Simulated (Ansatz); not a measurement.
NaLaMnMoO6:

```
CELL_PARAMETERS angstrom
5.10934 -0.00669 0.01056
-0.23945 5.68925 0.00703
-0.92899 -2.82542 5.11884
ATOMIC_POSITIONS crystal
Na 0.40776 0.38086 0.07519
La 0.03690 0.66325 0.68598
Mn 0.44271 0.04268 0.40638
Mo 0.90251 0.96387 0.30442
O 0.73627 0.69569 0.99417
O 0.72288 0.91846 0.55299
O 0.70112 0.27368 0.37292
O 0.19224 0.75325 0.36660
O 0.17926 0.03365 0.11672
O 0.20034 0.27462 0.63197
```

The cell was built by a generator and needn't be a form met in nature.

Base run:

```yaml
Program: Ansatz 0.2.0
Functional: PBE
Potentials_or_basis: all-electron LAPW, scalar-relativistic
Cutoff: 461 eV (chosen from the basis error)
Basis_error_allowed: 0.002 eV/atom
k_mesh: 4 × 4 × 4
Occupations: fermi-dirac, width 0.05 eV
Spin: collinear spin, ferromagnetic start
Starting_moments: "[0.0, 0.0, 4.0, 1.0, 0.0, 0.0, 0.0, 0.0, 0.0, 0.0] μB"
Hubbard_terms: La f U = 6 eV, Mn d U = 6 eV, Mo d U = 6 eV
```

Its results: band gap on the k mesh 1.04 eV, indirect (least direct gap 1.14 eV); pressure 6.5 GPa; net moment 5.00 μB per cell; site moments Na +0.00; La +0.01; Mn +3.67; Mo +0.68; O -0.04, +0.01, -0.01, -0.05, -0.00, +0.05 μB; largest force 3.140 eV/Å.

Problem. The run is repeated on the same cell with these changes: hubbard terms from La f U = 6 eV, Mn d U = 6 eV, Mo d U = 6 eV to La f U = 3 eV, Mn d U = 3 eV, Mo d U = 3 eV. What comes out?

Solution. Band gap on the k mesh 1.55 eV, indirect (least direct gap 1.66 eV); pressure 2.7 GPa; net moment 3.00 μB per cell; site moments Na +0.00; La +0.01; Mn +3.35; Mo -0.46; O +0.04, -0.02, -0.03, +0.07 μB; largest force 1.045 eV/Å.

Caveats: the magnetic state may not be the lowest; U is the effective U less J, on atomic orbitals that reach past the spheres; spin-orbit coupling is left out, which moves the levels of the heavy elements; a cell with one magnetic atom can't hold antiferromagnetic order, which such compounds often take; forces of over 1 eV/Å show positions far from the minimum, so gaps and moduli don't describe the material at rest; the starting moments weren't kept (some runs).

A k mesh can miss the band edges.
